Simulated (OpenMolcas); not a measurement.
**Pm²⁺ among point charges: CASSCF levels and susceptibility**

How does a field of 8 point charges split the states of Pm²⁺, and what χT follows?

Program: OpenMolcas 26.06. Level of theory: state-averaged CASSCF, spin-orbit coupling by RASSI with atomic mean-field integrals. These are calculated values, not measurements, unless marked.

### 1 The atom as given

```
Species                           : Pm²⁺ (promethium, Z = 61, 59 electrons)
Basis                             : ANO-RCC-VTZP [8s7p5d3f2g1h], 104 functions
Scalar Hamiltonian                : DKH2, point nucleus
Inactive shells                   : 1s 2s 2p 3s 3p 3d 4s 4p 4d 5s 5p
Active space                      : 5 electrons in 7 orbitals (4f)
Some configurations of this space : 4f⁵
Orbitals                          : optimised for the highest spin of each parity, averaged over all roots
```

Outer shells as boxes (Hund's rule):

4f5
```
4f [↑ ][↑ ][↑ ][↑ ][↑ ][  ][  ]
```

The ion sits among 8 point charges of -0.5 e arranged as a cube (Oh), 3.1 Å from the ion.

The work runs as a chain of OpenMolcas steps in one folder; each step below is one input file. Labels, J, g values, rates, χT and fits are worked out afterwards by a script from the matrices that RASSI stores. The input lists half of the charges; inversion (Group=XYZ) makes the rest.

### 2 One- and two-electron integrals

The input, a.inp:

```
&GATEWAY
Coord
1

Pm 0.0 0.0 0.0
Basis=ANO-RCC-VTZP
Group=XYZ
NoMove
AngMom=0.0 0.0 0.0
AMFI
XField
4 Angstrom 0
1.789786 1.789786 1.789786 -0.500000
1.789786 1.789786 -1.789786 -0.500000
1.789786 -1.789786 1.789786 -0.500000
1.789786 -1.789786 -1.789786 -0.500000
&SEWARD
```

Launch:

```bash
$ OMP_NUM_THREADS=1 MOLCAS_MEM=2252 MOLCAS_PROJECT=a pymolcas a.inp > a.log
```

### 3 CASSCF: sextets of odd parity, 21 roots

The input, a.inp:

```
&RASSCF
FileOrb=start.orb
Symmetry=2
Spin=6
nActEl=5 0 0
Inactive=15 12
Ras2=0 7
CIRoot=21 21 1
SDav=21
CIMx=300
Iter=120 100
PrWF=0.3
OrbListing=Nothing
MaxOrb=0
>>> COPY $Project.JobIph JOB001
```

start.orb holds the contracted functions of the basis, ordered by shell, or the orbitals of the step before.

### 4 CASSCF: quartets of odd parity, 162 roots

The input, a.inp:

```
&RASSCF
FileOrb=start.orb
Symmetry=2
Spin=4
nActEl=5 0 0
Inactive=15 12
Ras2=0 7
CIRoot=162 162 1
SDav=224
CIMx=300
Iter=120 100
PrWF=0.3
OrbListing=Nothing
MaxOrb=0
CIOnly
>>> COPY $Project.JobIph JOB002
```

### 5 CASSCF: doublets of odd parity, 162 roots

The input, a.inp:

```
&RASSCF
FileOrb=start.orb
Symmetry=2
Spin=2
nActEl=5 0 0
Inactive=15 12
Ras2=0 7
CIRoot=162 162 1
SDav=490
CIMx=300
Iter=120 100
PrWF=0.3
OrbListing=Nothing
MaxOrb=0
CIOnly
>>> COPY $Project.JobIph JOB003
```

### 6 State interaction with spin-orbit coupling

The input, a.inp:

```
&RASSI
NrOfJobIphs=3 21 108 35
1 2 3 4 5 6 7 8 9 10 11 12 13 14 15 16 17 18 19 20 21
1 2 3 4 5 6 7 8 9 10 11 12 13 14 15 16 17 18 19 20 21 22 23 24 25 26 27
28 29 30 31 32 33 34 35 36 37 38 39 40 41 42 43 44 45 46 47 48 49 50 51
52 53 54 55 56 57 58 59 60 61 62 63 64 65 66 67 68 69 70 71 72 73 74 75
76 77 78 79 80 81 82 83 84 85 86 87 88 89 90 91 92 93 94 95 96 97 98 99
100 101 102 103 104 105 106 107 108
1 2 3 4 5 6 7 8 9 10 11 12 13 14 15 16 17 18 19 20 21 22 23 24 25 26 27
28 29 30 31 32 33 34 35
IphNames
JOB001
JOB002
JOB003
EJob
SpinOrbit
DIPRint=1.0
SOCoupling=1000.0
Subsets=2
Property=9
'ANGMOM' 1 'ANGMOM' 2 'ANGMOM' 3 'MLTPL  1' 1 'MLTPL  1' 2 'MLTPL  1' 3
'AMFI' 1 'AMFI' 2 'AMFI' 3
SOProperty=3
'ANGMOM' 1 'ANGMOM' 2 'ANGMOM' 3
```

**Question.** What will these runs give? Wanted: spin-free ground state; first state of the same spin within the active space; lowest level; next level.

The runs gave:

| quantity | value |
| --- | --- |
| method | CASSCF |
| spin-free ground state | 6T2, 3-fold in its orbital part |
| first state of the same spin within the active space | 6T1 at 1.71 cm⁻¹ |
| lowest level | 4-fold Γ8 |
| next level | 20.1 cm⁻¹ |
| χT at 300 K | 0.38 cm³ K/mol |
| effective moment at 300 K | 1.75 μB |

**Reading.** The spin-free ground state (6T2) comes to 100 % from free-ion H terms and keeps the highest spin of the shell. The quartets, doublets rest on orbitals optimised for another spin in at least one step, which raises them against the optimised states. Not all states of the active space went into the spin-orbit step. High states of lower spin are left out of the spin-orbit mixing, and CASSCF puts spin-flip levels too high. Point charges carry no covalency, so the field is a model and not that of real ligands.
